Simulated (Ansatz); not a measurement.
# C2H5GaN2: the cost of one run

Program: Ansatz 0.2.0. Level of theory: RKS B3LYP-D4/def2-SVP. These are calculated values, not measurements.

## 1. The structure to begin with

Bond lengths: N1–Ga2 1.873 Å, Ga2–C3 2.235 Å, C3–N4 1.231 Å, Ga2–C5 2.287 Å, N4–C5 1.350 Å, N1–H6 1.016 Å, N1–H7 1.015 Å, C3–H8 1.082 Å, C5–H9 1.089 Å, C5–H10 1.089 Å. Angles (14 of 16 angles, heavy atoms first): N1–Ga2–C3 110.4°, N1–Ga2–C5 115.5°, C3–Ga2–C5 61.5°, Ga2–C3–N4 87.7°, C3–N4–C5 127.3°, Ga2–C5–N4 82.9°, Ga2–N1–H6 124.4°, Ga2–N1–H7 125.9°, Ga2–C3–H8 151.1°, N4–C3–H8 120.7°, Ga2–C5–H9 120.6°, Ga2–C5–H10 114.2°, N4–C5–H9 112.7°, N4–C5–H10 112.8°.

Structure file:

```xyz
10

N    -1.3099    0.9506    1.3927
Ga   -1.0662    0.3022   -0.3475
C     0.0823   -1.6152   -0.3123
N     1.0613   -0.9781   -0.7011
C     1.0909    0.3095   -1.1062
H    -1.7536    0.4294    2.1430
H    -1.3524    1.9282    1.6627
H     0.1733   -2.6606   -0.0468
H     1.3049    0.4115   -2.1693
H     1.7695    0.9225   -0.5153
```

## 2. End point A

Contents of input.yaml:

```yaml
crystal:
  periodic: [false, false, false]
  atoms:
    - { symbol: "N", position_ang: [-1.3099, 0.95058, 1.39273] }
    - { symbol: Ga, position_ang: [-1.06624, 0.30219, -0.34748] }
    - { symbol: C, position_ang: [0.08231, -1.61524, -0.31228] }
    - { symbol: "N", position_ang: [1.06126, -0.97811, -0.7011] }
    - { symbol: C, position_ang: [1.0909, 0.30952, -1.10617] }
    - { symbol: H, position_ang: [-1.7536, 0.42941, 2.143] }
    - { symbol: H, position_ang: [-1.3524, 1.92817, 1.66275] }
    - { symbol: H, position_ang: [0.17328, -2.66056, -0.04681] }
    - { symbol: H, position_ang: [1.30488, 0.41151, -2.16933] }
    - { symbol: H, position_ang: [1.76951, 0.92253, -0.51532] }
basis:
  gaussian: { orbitals: def2-SVP }
hamiltonian:
  xc: b3lyp
  dispersion: d4
relax:
  f_tol: 0.02
  max_steps: 50
```

Launch:

```bash
$ ansatz run input.yaml --threads 2 --pin off --max-ram 3072MiB --backend cpu --events-out ev --progress --plain --runs-dir out
```

What time and memory should one allow on 2 threads of Arm Neoverse V2, shared host?

About 44 s, with a peak of 0.28 GiB.
